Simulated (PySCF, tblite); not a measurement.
**C4H10OSi: dynamics, then NMR shifts on frames, part 1 of 2**

How do NMR shifts of C4H10OSi (`CCO[SiH]1CC1`) change as the atoms move?

Programs: tblite 0.8.0 and PySCF 2.14.0, with density-fitted response routines of our own. Each step states its level of theory. These are calculated values for one molecule in the gas phase, unless marked as measured. Atoms are numbered from 0 throughout.

### 1 Starting geometry

16 atoms, charge 0, multiplicity 1; geometry from: GFN2-xTB.

Bonds of the start (Å): C0–C1 1.52, C1–O2 1.40, O2–Si3 1.62, Si3–C4 1.88, C4–C5 1.56, C5–Si3 1.88, C0–H6 1.09, C0–H7 1.09, C0–H8 1.09, C1–H9 1.10, C1–H10 1.09, Si3–H11 1.44, C4–H12 1.08, C4–H13 1.08, C5–H14 1.08, C5–H15 1.08.

### 2 Dynamics with GFN2-xTB

What the job is given:

```
{"job": {"kind": "md", "xc": "GFN2-xTB", "basis": "xTB", "temperature": 400, "steps": 2000, "every": 50, "frames": 5}, "charge": 0, "multiplicity": 1}
C      2.445235    -0.828293    -0.777263
C      1.407675     0.255515    -0.521353
O      0.836435     0.076709     0.745906
Si    -0.703246     0.045404     1.245128
C     -2.170199    -0.371585     0.145103
C     -2.064583     1.131888     0.535118
H      1.968167    -1.805199    -0.785386
H      3.192710    -0.815136     0.011773
H      2.932214    -0.659769    -1.734078
H      1.882120     1.244355    -0.541475
H      0.637160     0.230149    -1.298572
H     -0.547784    -0.334711     2.625314
H     -2.044237    -0.589030    -0.908689
H     -3.037071    -0.885182     0.536814
H     -1.868576     1.812514    -0.285071
H     -2.873619     1.501314     1.149608
```

Method: GFN2-xTB Langevin dynamics, gas phase.

On the command line:

```
OMP_NUM_THREADS=1 python probes_run.py task.json out
```

One launch serves the whole session: the jobs run in the order shown.

The program printed:

```text
t/fs     T/K      E/eV
    0.0   325.3   -528.96521
   25.0   139.3   -528.53551
   50.0   298.5   -528.46815
   75.0   263.4   -528.27834
  100.0   296.3   -528.37944
  125.0   332.1   -528.50930
  150.0   303.8   -528.30026
  175.0   369.1   -528.34142
  200.0   346.1   -528.21591
  225.0   368.3   -528.22070
  250.0   350.0   -528.30019
  275.0   340.9   -528.21629
  300.0   513.8   -528.34342
  325.0   427.2   -528.12355
  350.0   575.1   -528.36597
  375.0   524.7   -528.15418
  400.0   400.4   -528.09443
  425.0   410.6   -528.05363
  450.0   318.9   -528.24443
  475.0   460.8   -528.46631
  500.0   275.8   -528.37788
  525.0   288.2   -528.27605
  550.0   357.8   -528.28392
  575.0   371.8   -528.29464
  600.0   394.9   -528.28827
  625.0   366.9   -528.12244
  650.0   367.1   -527.93187
  675.0   361.8   -528.19768
  700.0   413.5   -528.32203
  725.0   329.3   -528.31988
  750.0   323.2   -528.38904
  775.0   315.7   -528.52699
  800.0   317.2   -528.55962
  825.0   239.4   -528.45495
  850.0   247.0   -528.35342
  875.0   343.5   -528.38727
  900.0   356.8   -528.28002
  925.0   472.7   -528.51006
  950.0   330.5   -528.24295
  975.0   393.5   -528.36386
 1000.0   386.9   -528.14090
```

It took 74 s on 1 thread of Intel Xeon at 2.50GHz, shared host; peak memory 0.19 GiB.

Distance from the start (root mean square after alignment): 0 fs 0.00 Å, 200 fs 0.17 Å, 400 fs 0.66 Å, 600 fs 0.85 Å, 800 fs 1.00 Å, 1000 fs 1.15 Å.

Positions (Å) and forces (eV/Å) at 1000 fs:

```xyz
16

C     2.273    0.276    1.683    1.375   -0.062    2.265
C     0.945    0.815    1.339   -2.196   -0.569    2.731
O    -0.080   -0.236    1.337    1.829    0.738    0.127
Si   -1.622    0.144    1.303   -3.264   -0.340    0.232
C    -2.916   -1.261    1.502   -0.837    0.840   -0.209
C    -2.978   -0.539    0.087    2.925   -0.910    2.594
H     2.644   -0.233    0.865    0.898   -1.229   -1.687
H     2.359   -0.442    2.570   -0.731    1.047   -1.044
H     2.987    1.093    1.907   -0.481   -0.234   -0.106
H     0.646    1.585    2.110    0.064   -0.627   -0.505
H     0.861    1.271    0.415    0.362    0.879   -1.881
H    -1.977    1.405    2.027    0.256   -0.511   -0.426
H    -2.560   -2.263    1.455    0.388   -0.575   -0.215
H    -3.875   -1.321    2.116    1.361    0.708   -0.808
H    -2.670   -1.131   -0.729    0.276   -0.648   -0.690
H    -3.818   -0.013   -0.117   -2.226    1.494   -0.377
```

### 3 NMR shieldings: 250 fs, PBE0/pcSseg-1

What the job is given:

```
{"job": {"kind": "nmr", "xc": "PBE0", "basis": "pcSseg-1", "pop": false}, "charge": 0, "multiplicity": 1}
C      1.902500    -0.359400    -0.806100
C      0.672200     0.273700    -0.095700
O      0.421600    -0.419800     1.074600
Si    -1.098700    -0.786100     1.599000
C     -2.656400    -0.672400     0.435200
C     -2.462100     0.474800     1.470200
H      1.568400    -1.182200    -1.401200
H      2.485700    -0.749300     0.103700
H      2.409200     0.465900    -1.317400
H      1.023300     1.240900     0.255500
H     -0.234000     0.349800    -0.805600
H     -1.015300    -1.747900     2.671800
H     -2.443900    -0.344000    -0.512000
H     -3.506800    -1.252100     0.405600
H     -2.277100     1.402800     0.951800
H     -3.208800     0.469400     2.220400
```

Method: GIAO PBE0/pcSseg-1 NMR shielding, non-relativistic, gas phase.

The program printed:

```text
coarse grid: 13256 points
cycle   1  E = -522.5273295462  dE =  6.451e-01  |g| = 7.280e-01  |ddm| = 3.470e+00
cycle   2  E = -522.4204007362  dE =  1.069e-01  |g| = 1.041e+00  |ddm| = 1.392e+00
cycle   3  E = -522.6366909514  dE = -2.163e-01  |g| = 1.045e-01  |ddm| = 8.926e-01
cycle   4  E = -522.6384497023  dE = -1.759e-03  |g| = 4.563e-02  |ddm| = 1.137e-01
cycle   5  E = -522.6389517696  dE = -5.021e-04  |g| = 8.707e-03  |ddm| = 4.932e-02
cycle   6  E = -522.6389692896  dE = -1.752e-05  |g| = 3.035e-03  |ddm| = 1.096e-02
cycle   7  E = -522.6389715893  dE = -2.300e-06  |g| = 2.746e-04  |ddm| = 2.493e-03
final grid: 121688 points
cycle   8  E = -522.6853697676  dE = -2.918e-05  |g| = 1.084e-02  |ddm| = 2.370e-02
cycle   9  E = -522.6853373285  dE =  3.244e-05  |g| = 1.656e-02  |ddm| = 1.907e-02
cycle  10  E = -522.6853940327  dE = -5.670e-05  |g| = 1.564e-03  |ddm| = 1.284e-02
cycle  11  E = -522.6853945770  dE = -5.443e-07  |g| = 2.179e-04  |ddm| = 1.537e-03
cycle  12  E = -522.6853945878  dE = -1.070e-08  |g| = 6.865e-05  |ddm| = 2.922e-04
cycle  13  E = -522.6853945889  dE = -1.126e-09  |g| = 2.217e-05  |ddm| = 9.344e-05
cycle  14  E = -522.6853945890  dE = -1.108e-10  |g| = 5.521e-06  |ddm| = 2.213e-05
converged SCF energy = -522.6853945890

GIAO shielding tensors (ppm)
atom      isotropic    diamagn.    paramagn.     s11        s22        s33       span
  0 C      157.127     250.680     -93.553    127.820    162.646    180.916     53.096
  1 C      120.877     246.747    -125.869     92.855    110.289    159.488     66.632
  2 O      335.582     396.777     -61.195    261.941    329.266    415.539    153.599
  3 Si     427.933     881.116    -453.183    286.182    323.094    674.522    388.341
  4 C      197.009     261.114     -64.105    171.978    200.840    218.209     46.232
  5 C      191.949     258.793     -66.843    178.654    189.457    207.738     29.084
  6 H       30.052      30.812      -0.760     26.407     29.047     34.702      8.296
  7 H       28.786      28.263       0.523     24.928     28.634     32.796      7.868
  8 H       29.874      29.116       0.758     25.913     27.379     36.329     10.416
  9 H       27.699      32.179      -4.480     22.052     27.599     33.446     11.394
 10 H       27.092      32.207      -5.115     21.049     29.638     30.589      9.540
 11 H       27.022      28.943      -1.921     21.980     25.111     33.976     11.996
 12 H       32.459      37.499      -5.040     27.338     30.530     39.510     12.171
 13 H       32.762      33.373      -0.611     26.978     28.801     42.507     15.529
 14 H       30.429      33.287      -2.858     25.684     28.288     37.315     11.631
 15 H       31.866      30.597       1.269     26.191     28.286     41.122     14.930
```

Run time: 1.7 min. Hardware: 1 thread of Intel Xeon at 2.50GHz, shared host; peak memory 0.76 GiB.

Shifts follow as δ = σ(reference) − σ, with reference shieldings (ppm) from runs at the same level and on the same kind of geometry: 1H TMS 31.72, 13C TMS 186.9, 29Si TMS 349.2, 17O H2O 336.1. The references are single molecules in the gas phase, so shifts against H2O, NH3, PH3, H3PO4 or CFCl3 are not on the usual liquid scales and can be off by tens of ppm. Each atom is listed at this fixed geometry, with no averaging over motion; a spectrum would average atoms that exchange fast.

```tsv
atoms	environment	σ (ppm)	δ (ppm)
C1	sp3 CH2 bonded to O	120.9	66.0
C0	methyl carbon	157.1	29.8
C5	three-membered-ring carbon	191.9	-5.0
C4	three-membered-ring carbon	197.0	-10.1
H11	hydrogen on a silicon bonded to 2 C, O, in a 3-membered ring	27.02	4.69
H10	hydrogen on an sp3 CH2 bonded to O	27.09	4.62
H9	hydrogen on an sp3 CH2 bonded to O	27.70	4.02
H7	hydrogen on a methyl carbon	28.79	2.93
H8	hydrogen on a methyl carbon	29.87	1.84
H6	hydrogen on a methyl carbon	30.05	1.66
H14	hydrogen on a three-membered-ring carbon	30.43	1.29
H15	hydrogen on a three-membered-ring carbon	31.87	-0.15
H12	hydrogen on a three-membered-ring carbon	32.46	-0.74
H13	hydrogen on a three-membered-ring carbon	32.76	-1.05
O2	oxygen bonded to C, Si	335.6	0.5
Si3	silicon bonded to 2 C, O, H, in a 3-membered ring	427.9	-78.8
```

Ring of atoms Si3, C4, C5: NICS(0) -20.8, NICS(1) -6.0, NICS(1)zz -11.6 ppm (means of both faces; NICS(1) differs between them: -7.2 and -4.8).

The two faces differ (NICS(1)zz -14.4 and -8.7 ppm).

In rings of three or four atoms NICS is ruled by the nearby σ bonds, so it says little on aromaticity.

The fields below are evaluated on a grid from the run's orbitals.

Frontier orbitals at PBE0/pcSseg-1, with the share of their density that lies nearest to each atom:

```tsv
orbital	energy (eV)	lies on
HOMO	-6.38	C4 26 %; Si3 21 %; C5 18 %
LUMO	0.97	Si3 27 %; H11 15 %; O2 14 %
```

ELF in a plane through or near 5 of the atoms.

Values, 10 rows by 14 columns:
```
0.00 0.00 0.00 0.00 0.00 0.00 0.00 0.00 0.00 0.00 0.00 0.00 0.00 0.00
0.00 0.00 0.00 0.00 0.00 0.00 0.00 0.00 0.00 0.00 0.00 0.00 0.00 0.00
0.00 0.00 0.00 0.00 0.00 0.00 0.01 0.00 0.00 0.00 0.00 0.00 0.00 0.00
0.00 0.00 0.08 0.35 0.03 0.20 0.99 0.02 0.64 0.29 0.06 0.00 0.00 0.00
0.00 0.01 0.82 0.95 0.49 0.54 0.99 0.03 0.48 0.65 0.40 0.02 0.00 0.00
0.00 0.01 0.16 0.60 0.23 0.60 0.42 0.28 0.46 0.61 0.17 0.02 0.00 0.00
0.00 0.00 0.26 0.99 0.97 0.19 0.86 0.22 0.51 0.19 0.01 0.00 0.00 0.00
0.00 0.00 0.00 0.19 0.07 0.03 0.14 0.46 1.00 0.99 0.12 0.00 0.00 0.00
0.00 0.00 0.00 0.00 0.00 0.00 0.00 0.44 0.99 0.93 0.02 0.00 0.00 0.00
0.00 0.00 0.00 0.00 0.00 0.00 0.00 0.00 0.00 0.00 0.00 0.00 0.00 0.00
```
The map spans 11.9 Å across and 10.1 Å up, centred on the molecule. Atoms in the plane (x, y in Å): C0 (-2.7, 0.0), Si3 (1.0, -1.1), H7 (-2.9, -1.1), H10 (-0.7, 1.1), H11 (1.3, -2.4).

On the surface of density 0.002 e/bohr³ the electrostatic potential runs, from the 1st to the 99th percentile, from -1.01 V near O2 to 0.82 V near H10.

### 4 NMR shieldings: 425 fs, PBE0/pcSseg-1

What the job is given:

```
{"job": {"kind": "nmr", "xc": "PBE0", "basis": "pcSseg-1", "pop": false}, "charge": 0, "multiplicity": 1}
C      1.671100    -0.400200    -0.078500
C      0.503900     0.313900     0.498200
O     -0.409300    -0.573600     1.030100
Si    -1.702400    -0.432500     1.961900
C     -3.207000    -1.394400     1.397600
C     -3.371400     0.121800     1.340500
H      1.414300    -0.714700    -1.081300
H      2.056500    -1.255400     0.451500
H      2.662600     0.106900    -0.465100
H      0.695000     1.132500     1.266300
H      0.084900     0.948400    -0.270700
H     -1.417100    -0.332600     3.463700
H     -3.226700    -1.948800     0.453900
H     -3.858500    -1.889400     2.141700
H     -3.368100     0.561100     0.348200
H     -4.146500     0.580000     1.818800
```

Level: GIAO PBE0/pcSseg-1 NMR shielding, non-relativistic, gas phase.

The program printed:

```text
coarse grid: 13256 points
cycle   1  E = -522.5213716836  dE =  7.346e-01  |g| = 7.299e-01  |ddm| = 3.480e+00
cycle   2  E = -522.4005035724  dE =  1.209e-01  |g| = 1.063e+00  |ddm| = 1.567e+00
cycle   3  E = -522.6318632379  dE = -2.314e-01  |g| = 8.873e-02  |ddm| = 1.044e+00
cycle   4  E = -522.6329371779  dE = -1.074e-03  |g| = 4.658e-02  |ddm| = 1.032e-01
cycle   5  E = -522.6334414644  dE = -5.043e-04  |g| = 8.913e-03  |ddm| = 4.866e-02
cycle   6  E = -522.6334596659  dE = -1.820e-05  |g| = 2.988e-03  |ddm| = 1.061e-02
cycle   7  E = -522.6334618391  dE = -2.173e-06  |g| = 2.896e-04  |ddm| = 2.345e-03
final grid: 121688 points
cycle   8  E = -522.6794287520  dE = -2.153e-05  |g| = 1.060e-02  |ddm| = 2.004e-02
cycle   9  E = -522.6794017669  dE =  2.699e-05  |g| = 1.568e-02  |ddm| = 1.800e-02
cycle  10  E = -522.6794516365  dE = -4.987e-05  |g| = 1.297e-03  |ddm| = 1.184e-02
cycle  11  E = -522.6794520187  dE = -3.822e-07  |g| = 1.971e-04  |ddm| = 1.384e-03
cycle  12  E = -522.6794520273  dE = -8.588e-09  |g| = 5.652e-05  |ddm| = 2.314e-04
cycle  13  E = -522.6794520280  dE = -7.255e-10  |g| = 1.649e-05  |ddm| = 7.495e-05
converged SCF energy = -522.6794520280

GIAO shielding tensors (ppm)
atom      isotropic    diamagn.    paramagn.     s11        s22        s33       span
  0 C      173.089     245.303     -72.214    147.396    174.937    196.932     49.536
  1 C      129.876     242.069    -112.192     96.546    114.328    178.754     82.208
  2 O      328.007     396.633     -68.626    263.219    339.707    381.094    117.875
  3 Si     437.555     880.826    -443.272    314.795    342.331    655.538    340.744
  4 C      188.513     256.725     -68.212    170.061    178.006    217.471     47.410
  5 C      189.526     261.008     -71.483    169.162    190.283    209.133     39.971
  6 H       30.173      30.945      -0.772     25.465     28.739     36.315     10.850
  7 H       30.736      28.823       1.913     26.005     29.203     37.002     10.997
  8 H       28.447      25.944       2.503     24.561     25.011     35.768     11.207
  9 H       27.197      28.340      -1.143     21.790     27.086     32.715     10.924
 10 H       28.199      31.926      -3.727     23.126     28.836     32.635      9.509
 11 H       26.172      26.385      -0.212     21.228     24.488     32.801     11.573
 12 H       30.476      32.387      -1.911     25.787     27.535     38.105     12.318
 13 H       30.851      28.004       2.848     25.423     27.194     39.937     14.515
 14 H       30.888      35.202      -4.313     26.766     27.890     38.009     11.242
 15 H       32.793      32.608       0.185     26.905     28.798     42.678     15.773
```

Wall time 70 s (1 thread of Intel Xeon at 2.50GHz, shared host); peak memory 0.75 GiB.

This run: δ C1 57.0, C0 13.8, C4 -1.6, C5 -2.6, H11 5.54, H9 4.52 ppm.

(Continued in part 2 of 2.)
